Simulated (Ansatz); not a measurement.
# C₈H₁₁NSi: up Jacob's ladder to CCSD(T)

One table from this session's results is given with a row withheld; the runs are named, their logs left out.

Method: functionals in def2-TZVPP, the program's frozen cores in correlated methods; program: Ansatz 0.2.0, Gaussian basis.

The runs, in order: LDA (SPW92), PBE-D4, revPBE-D4, BLYP-D4, r2SCAN-D4, B97M-V, PBE0-D4, B3LYP-D4, r2SCANh-D4, r2SCAN0-D4, HSE06-D4, BHLYP-D4, CAM-B3LYP-D4, LC-ωPBE, ωB97X-V, ωB97M-V, B2PLYP, PBE-QIDH; CCSD(T)/def2-SVP; CCSD(T)/def2-TZVPP; MP2/def2-QZVPP; extrapolation to the limit; RPA on PBE.

## Structure used throughout

The geometry comes from an earlier relaxation with PBE0-D4 in a triple-zeta def2 set; it is a stationary point, not always the lowest conformer.

SMILES `C=CN([SiH3])c1ccccc1`, 21 atoms, charge 0, spin multiplicity 1.

Atoms are counted from 1 here; the program's logs count them from 0.

Bond lengths: C1–C2 1.332 Å, C1–H11 1.081 Å, C1–H12 1.082 Å, C2–N3 1.391 Å, C2–H13 1.087 Å, N3–Si4 1.742 Å, N3–C5 1.417 Å, Si4–H14 1.490 Å, Si4–H15 1.485 Å, Si4–H16 1.482 Å, C5–C6 1.390 Å, C5–C10 1.393 Å, C6–C7 1.388 Å, C6–H17 1.085 Å, C7–C8 1.384 Å, C7–H18 1.084 Å, C8–C9 1.390 Å, C8–H19 1.084 Å and more. Angles: C2–C1–H11 119.2°, C2–C1–H12 122.8°, H11–C1–H12 118.1°, C1–C2–N3 127.7°, C1–C2–H13 119.4°, N3–C2–H13 112.8°, C2–N3–Si4 120.8°, C2–N3–C5 120.1°, Si4–N3–C5 118.8°, N3–Si4–H14 113.4°, N3–Si4–H15 106.6°, N3–Si4–H16 108.3°, H14–Si4–H15 108.3°, H14–Si4–H16 108.5°, H15–Si4–H16 111.8°, N3–C5–C6 120.2°, N3–C5–C10 120.4°, C6–C5–C10 119.4° and more.

As a file:

```mol
C8H11NSi
  3D, bonds by distance, orders not assigned

 21 21  0  0  0  0  0  0  0  0999 V2000
   -0.1306    2.5040   -1.0982 C   0  0
   -0.6990    2.1304    0.0471 C   0  0
   -0.7138    0.8607    0.6160 N   0  0
   -1.8126    0.4765    1.9123 Si  0  0
    0.0681   -0.1788    0.0540 C   0  0
   -0.5328   -1.3644   -0.3513 C   0  0
    0.2388   -2.4104   -0.8384 C   0  0
    1.6122   -2.2726   -0.9434 C   0  0
    2.2134   -1.0835   -0.5486 C   0  0
    1.4509   -0.0444   -0.0476 C   0  0
   -0.1975    3.5377   -1.4066 H   0  0
    0.4018    1.8144   -1.7401 H   0  0
   -1.2304    2.8664    0.6443 H   0  0
   -3.0965   -0.1164    1.4444 H   0  0
   -2.1152    1.7552    2.6033 H   0  0
   -1.1479   -0.4929    2.8154 H   0  0
   -1.6116   -1.4625   -0.2936 H   0  0
   -0.2421   -3.3318   -1.1461 H   0  0
    2.2148   -3.0862   -1.3294 H   0  0
    3.2893   -0.9705   -0.6203 H   0  0
    1.9162    0.8796    0.2736 H   0  0
  1  2  8  0
  2  3  8  0
  3  4  8  0
  3  5  8  0
  5  6  8  0
  6  7  8  0
  7  8  8  0
  8  9  8  0
  9 10  8  0
  1 11  8  0
  1 12  8  0
  2 13  8  0
  4 14  8  0
  4 15  8  0
  4 16  8  0
  6 17  8  0
  7 18  8  0
  8 19  8  0
  9 20  8  0
 10 21  8  0
  5 10  8  0
M  END
```

The first run:

in.yaml

```yaml
crystal:
  periodic: [false, false, false]
  atoms:
    - {symbol: C, position_ang: [-0.130602, 2.503960, -1.098245]}
    - {symbol: C, position_ang: [-0.698959, 2.130407, 0.047054]}
    - {symbol: N, position_ang: [-0.713815, 0.860746, 0.616028]}
    - {symbol: Si, position_ang: [-1.812568, 0.476550, 1.912287]}
    - {symbol: C, position_ang: [0.068099, -0.178751, 0.054014]}
    - {symbol: C, position_ang: [-0.532773, -1.364377, -0.351253]}
    - {symbol: C, position_ang: [0.238762, -2.410365, -0.838370]}
    - {symbol: C, position_ang: [1.612188, -2.272606, -0.943370]}
    - {symbol: C, position_ang: [2.213401, -1.083523, -0.548641]}
    - {symbol: C, position_ang: [1.450935, -0.044378, -0.047569]}
    - {symbol: H, position_ang: [-0.197542, 3.537737, -1.406632]}
    - {symbol: H, position_ang: [0.401836, 1.814355, -1.740132]}
    - {symbol: H, position_ang: [-1.230438, 2.866399, 0.644313]}
    - {symbol: H, position_ang: [-3.096490, -0.116375, 1.444379]}
    - {symbol: H, position_ang: [-2.115243, 1.755226, 2.603286]}
    - {symbol: H, position_ang: [-1.147931, -0.492869, 2.815412]}
    - {symbol: H, position_ang: [-1.611560, -1.462491, -0.293598]}
    - {symbol: H, position_ang: [-0.242094, -3.331791, -1.146072]}
    - {symbol: H, position_ang: [2.214846, -3.086190, -1.329396]}
    - {symbol: H, position_ang: [3.289253, -0.970485, -0.620262]}
    - {symbol: H, position_ang: [1.916198, 0.879623, 0.273568]}
basis:
  gaussian: {orbitals: def2-TZVPP}
hamiltonian: {xc: lda}
output: {orbitals: {seedname: orbitals}}
```

Launch:

```console
$ ansatz run in.yaml --threads 4 --pin off --events-out ev --progress --plain --max-ram 46080MiB --backend cuda --devices 0, --max-vram 37GiB
```

Steps of the session up to this table: LDA; PBE-D4 (GGA); revPBE-D4 (GGA); BLYP-D4 (GGA); r2SCAN-D4 (meta-GGA); B97M-V (meta-GGA); B3LYP-D4 (hybrid); r2SCANh-D4 (hybrid); r2SCAN0-D4 (hybrid); HSE06-D4 (hybrid); BHLYP-D4 (hybrid); CAM-B3LYP-D4 (range-separated); LC-ωPBE (range-separated); ωB97X-V (range-separated); ωB97M-V (range-separated); B2PLYP (double hybrid); PBE-QIDH (double hybrid).

One table of the session follows, with a row left open; its other results are not shown here.

It belongs to the step «Frontier levels by functional». 

```
  functional  HOMO (eV)  gap (eV)
 LDA (SPW92)      -5.12      3.51
      PBE-D4      -4.94      3.58
   revPBE-D4      -4.87      3.61
     BLYP-D4          ?         ?
   r2SCAN-D4      -5.11      3.94
      B97M-V      -5.18      4.05
     PBE0-D4      -5.97      5.53
    B3LYP-D4      -5.77      5.14
  r2SCANh-D4      -5.50      4.66
  r2SCAN0-D4      -6.10      5.75
    HSE06-D4      -5.58      4.76
    BHLYP-D4      -6.87      7.47
CAM-B3LYP-D4      -7.20      7.84
     LC-ωPBE      -8.48     10.13
     ωB97X-V      -8.15      9.78
     ωB97M-V      -8.08      9.61
```

Estimate the missing values for BLYP-D4.

Worked estimate for «HOMO (eV)». Against the share of exact exchange, B3LYP-D4 (0.2, -5.77), BHLYP-D4 (0.5, -6.87) give a slope of -3.67 per unit share; at 0 the line stands at -5.04.

As computed: HOMO (eV): -4.78; gap (eV): 3.59. In «HOMO (eV)» the line misses by -0.26.
